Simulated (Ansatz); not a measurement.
Task: a point defect in a supercell of AlRu, space group Pm-3m, with Ansatz 0.2.0 through its Python package. Give the script and its output. Level of theory (first run): r2SCAN, PAW, cutoff 650 eV, 3×3×3 k-points, Fermi-Dirac smearing of 0.1 eV.

```xyz
2
Lattice="2.9916 0.0000 0.0000 0.0000 2.9916 0.0000 0.0000 0.0000 2.9916" Properties=species:S:1:pos:R:3 pbc="T T T"
Al    0.0000    0.0000    0.0000
Ru    1.4958    1.4958    1.4958
```

`defect_alru.py`:
```python
import ansatz
import numpy as np

lattice = ansatz.Lattice.of(
    (2.9916, 0.0, 0.0),
    (0.0, 2.9916, 0.0),
    (0.0, 0.0, 2.9916),
)
sites = [
    ("Al", (0.0, 0.0, 0.0)),
    ("Ru", (0.5, 0.5, 0.5)),
]
structure = ansatz.Crystal(lattice=lattice)
for symbol, position in sites:
    structure = structure.atom(symbol, position)
host = structure.supercell(2, 2, 2)
defective = host.interstitial("H", at=(0.0, 0.25, 0.5))

def prepare(structure):
    return (
        structure.calculation()
        .functional(ansatz.Functional.R2SCAN)
        .basis(650)
        .kpoints(spacing=0.5)
        .occupations("fermi_dirac")
        .scf(tolerance=1e-09)
        .band_table()
    )


perfect = prepare(host).run().report
job = prepare(defective).relax(force_tolerance=0.05, max_steps=25)
done = job.run()
data = done.report

n_host, n_defect = len(perfect["lattice"]["sites"]), len(data["lattice"]["sites"])
print(f"perfect cell: {n_host} atoms, F = {perfect['free_energy_ev']:.4f} eV")
print(f"defect cell:  {n_defect} atoms, F = {data['free_energy_ev']:.4f} eV")
print(f"difference {data['free_energy_ev'] - perfect['free_energy_ev']:.4f} eV (no chemical potentials)")

for label, run in (("perfect", perfect), ("defect", data)):
    levels, filled = np.array(run["eigenvalues_ev"][0]), np.array(run["occupations"][0])
    top = int(np.argmin(np.abs(levels - run["fermi_energy_ev"])))
    window = slice(max(top - 3, 0), top + 4)
    print(label, "levels near E_F at the first k-point:", ", ".join(f"{e - run['fermi_energy_ev']:.2f} ({f:.2f})" for e, f in zip(levels[window], filled[window])))

pull = np.linalg.norm(data["forces_ev_ang"], axis=1)
for atom in np.argsort(-pull)[:5]:
    print(f"force on {done.lattice.sites[atom].symbol}{atom}: {pull[atom]:.3f} eV/A")
```

`python defect_alru.py` gives:
```text
perfect cell: 16 atoms, F = -51460.4889 eV
defect cell:  17 atoms, F = -51476.1662 eV
difference -15.6773 eV (no chemical potentials)
perfect levels near E_F at the first k-point: -1.15 (2.00), -1.15 (2.00), -1.15 (2.00), 0.26 (0.14), 0.26 (0.14), 0.26 (0.14), 0.52 (0.01)
defect levels near E_F at the first k-point: -1.26 (2.00), -1.19 (2.00), -1.16 (2.00), 0.15 (0.36), 0.19 (0.26), 0.21 (0.22), 0.43 (0.03)
force on Ru5: 0.012 eV/A
force on Ru13: 0.012 eV/A
force on Ru1: 0.011 eV/A
force on Ru9: 0.011 eV/A
force on Al14: 0.010 eV/A
```

Total energies depend on the potentials; only differences at equal settings carry meaning. A total without «per atom» is that of the whole cell that was run. The computed bands are complete only to about 5.7 eV above the Fermi level. For a metal this k-point mesh is coarse: on a finer one energies can move by several to tens of meV an atom and pressures by half a GPa or more, differences at one mesh by less. The difference holds no chemical potentials. Errors of mesh and smearing per atom add up over the supercell, so the energy can be off by tenths of an eV. Each cell's levels count from its own Fermi level and aren't aligned; one k-point can hide that the defect cell is metallic. The structure is a deposited one; some such entries were measured under pressure or heat, so a shift against it needn't be the functional's error alone. Levels are Kohn-Sham eigenvalues on this mesh, without spin-orbit coupling. The supercell is small, so the defect meets its images and the energies aren't those of an isolated defect; a partly filled defect level may also lower its energy by spin or distortion. For a charged cell the difference holds no correction, alignment or term for the electrons' reservoir. It ran for 6.6 min on 1 thread of Arm Neoverse V1, on a shared host, peak memory 1.1 GiB.
